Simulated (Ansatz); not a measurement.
# BH₃Br (doublet): wave-function methods side by side at distance Br1–H2 along a hydrogen transfer = 1.618 Å, cc-pVDZ

Aim: climb from Hartree-Fock through coupled cluster and multireference methods for BH₃Br (doublet) at one geometry and basis, and see what each rung misses.

Method: cc-pVDZ, core rule «outside noble gas», up to 15 orbitals frozen; program: Ansatz 0.2.0, Gaussian basis.

The runs, in order: UHF; CCSD(T) on ROHF; CCSD(T) on UHF; BCCD(T) on ROHF; CISD; CCSDT(Q) on ROHF; CCSDT(Q) on UHF; CASSCF and MRCISD+Q, 3 electrons in 3 orbitals; CASSCF and NEVPT2, 3 electrons in 3 orbitals; CASSCF and NEVPT2, 13 electrons in 11 orbitals.

8 further runs of the same task are left out: 2 for a mislabelled method, 6 that didn't finish.

### 1 The geometry

The geometry derives from fragments relaxed apart (PBE0/def2-TZVP) and kept rigid, so it is no stationary point. A hydrogen atom is moved between rigid fragments. No spin-orbit coupling is included. The filled d shell of Br may be among the frozen orbitals whatever the setting's name suggests; the logs give the count.

5 atoms, charge 0, spin multiplicity 2.

Atoms are counted from 1 here; the program's logs count them from 0.

Bond lengths: Br1–H2 1.618 Å, B3–H4 1.191 Å, B3–H5 1.191 Å. Angles: H4–B3–H5 129.4°.

### 2 UHF

in.yaml reads:

```yaml
crystal:
  periodic: [false, false, false]
  atoms:
    - {symbol: Br, position_ang: [-0.477443, 0.000000, 0.000000]}
    - {symbol: H, position_ang: [1.140557, 0.000000, 0.000000]}
    - {symbol: B, position_ang: [2.804557, 0.000000, 0.000000]}
    - {symbol: H, position_ang: [3.313631, 0.000000, 1.077008]}
    - {symbol: H, position_ang: [3.313631, 0.000000, -1.077008]}
basis:
  gaussian: {orbitals: cc-pVDZ}
magnetization: {spin_polarized: true, initial_magnetization: 1}
hamiltonian: {xc: hf}
output: {orbitals: {seedname: orbitals}}
```

Started as:

```bash
> ansatz run in.yaml --threads 1 --pin off --events-out ev --progress --plain --max-ram 2393MiB
```

The runs that follow: CCSD(T) on ROHF; CCSD(T) on UHF; BCCD(T) on ROHF; CISD; CCSDT(Q) on ROHF; CCSDT(Q) on UHF; CASSCF and MRCISD+Q, 3 electrons in 3 orbitals; CASSCF and NEVPT2, 3 electrons in 3 orbitals; CASSCF and NEVPT2, 13 electrons in 11 orbitals.

Q: Predict the results of all the runs planned. Wanted: UCCSDT(Q) below the RHF energy; RMP2 from UCCSDT(Q); UMP2 from UCCSDT(Q); RCCSD from UCCSDT(Q); RCCSD(T) from UCCSDT(Q); UCCSD(T) from UCCSDT(Q); RCCSDT(Q) from UCCSDT(Q); NEVPT2 pair from UCCSDT(Q); MRCISD+Q pair from UCCSDT(Q).

As calculated:

```
                         quantity                                                                  value
   UCCSDT(Q) below the RHF energy                                                             -6.7477 eV
              RMP2 from UCCSDT(Q)                                                        +25.03 kcal/mol
              UMP2 from UCCSDT(Q)                                                        +25.85 kcal/mol
             RCCSD from UCCSDT(Q)                                                         +3.55 kcal/mol
          RCCSD(T) from UCCSDT(Q)                                                         +0.71 kcal/mol
          UCCSD(T) from UCCSDT(Q)                                                         +0.71 kcal/mol
         RCCSDT(Q) from UCCSDT(Q)                                                         +0.02 kcal/mol
       NEVPT2 pair from UCCSDT(Q)                                                        +23.73 kcal/mol
     MRCISD+Q pair from UCCSDT(Q)                                                         +0.76 kcal/mol
    NEVPT2 valence from UCCSDT(Q)                                                        +27.68 kcal/mol
levels within 1 kcal/mol (43 meV)  RCCSD(T), UCCSD(T), BCCD(T), RCCSDT, UCCSDT, RCCSDT(Q), MRCISD+Q pair
                    T1 diagnostic                                                                  0.021
   effectively unpaired electrons                                                                   1.02
```

In words: RCCSD(T) lands +0.71 kcal/mol from the yardstick (0.5 % of the correlation energy). One determinant dominates. Of the multireference levels listed MRCISD+Q pair comes nearest in total energy (+0.76 kcal/mol), which doesn't show that its space is the better one. These misses are within one basis, not against nature; the frozen cores of restricted and unrestricted runs differ, which can shift their rows.
